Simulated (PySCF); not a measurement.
# C3H9AlO: electronic excitations and core binding energies

Wanted: the electronic excitations and core binding energies of C3H9AlO (`C[CH2][AlH][O]C`), by calculation.

Computed with PySCF 2.14.0, with density-fitted response routines of our own, on a single molecule in the gas phase. Atoms count from 0, in the outputs and in this text.

### 1 Starting geometry

14 atoms, charge 0, multiplicity 1; geometry from: GFN2-xTB.

Bonds of the start (Å): C0–C1 1.53, C1–Al2 2.01, Al2–O3 1.65, O3–C4 1.40, C0–H5 1.09, C0–H6 1.09, C0–H7 1.09, C1–H8 1.10, C1–H9 1.10, Al2–H10 1.54, C4–H11 1.09, C4–H12 1.09, C4–H13 1.09.

### 2 Ultraviolet spectrum: CAM-B3LYP/def2-SVPD

Job settings and geometry (Å):

```
{"job": {"kind": "uv", "xc": "CAM-B3LYP", "basis": "def2-SVPD", "nstates": 8, "ntriplets": 3}, "charge": 0, "multiplicity": 1}
C     -2.649826     0.075269    -0.161637
C     -1.273672    -0.152152    -0.800427
Al     0.130800     0.097860     0.611672
O      1.761085     0.017788     0.387517
C      3.149063    -0.040734     0.221407
H     -3.457554    -0.091578    -0.874813
H     -2.796151    -0.597488     0.683008
H     -2.732687     1.093707     0.215823
H     -1.243664    -1.157724    -1.242980
H     -1.151058     0.532402    -1.650885
H     -0.296222     0.392091     2.056525
H      3.550656    -0.910827     0.745924
H      3.396108    -0.121118    -0.839402
H      3.612443     0.862030     0.626103
```

Method: TDDFT CAM-B3LYP/def2-SVPD, vertical, gas phase, core orbitals frozen in the response.

Run with:

```console
OMP_NUM_THREADS=1 python probes_run.py task.json out
```

This one command runs all jobs of the session in turn.

**Question.** This job is followed by: delta-SCF UKS SCAN, pcX-2 on the ionised atom, pcseg-1 elsewhere, spin-free X2C. What will the session give for the following? lowest singlet (CAM-B3LYP/def2-SVPD); brightest single state of those computed; lowest triplet; C1s binding energies, SCAN/pcX-2; Al1s binding energies, SCAN/pcX-2; Al2p binding energies, SCAN/pcX-2; O1s binding energies, SCAN/pcX-2.

As calculated:

| quantity | value |
| --- | --- |
| lowest singlet (CAM-B3LYP/def2-SVPD) | 5.41 eV (229 nm), f = 0.001 |
| brightest single state of those computed | state 8, 7.77 eV, f = 0.100 |
| lowest triplet | 5.09 eV |
| C1s binding energies, SCAN/pcX-2 | C4 292.32, C0 290.33, C1 289.48 eV |
| Al1s binding energies, SCAN/pcX-2 | Al2 1566.49 eV |
| Al2p binding energies, SCAN/pcX-2 | Al2 80.06 eV |
| O1s binding energies, SCAN/pcX-2 | O3 537.30 eV |

The first singlet state (HOMO→LUMO 0.97) lies at 5.41 eV and is weak; of the 8 states computed, the strongest absorption comes from state 8 at 7.77 eV (the last computed, so partners may be missing). The lowest triplet lies 0.31 eV below the lowest singlet (triplets in Tamm-Dancoff, singlets in full TDDFT). The C1s levels kept as sound span 2.84 eV, from C1 (sp3 CH2 bonded to Al) up to C4 (methyl carbon bonded to O).
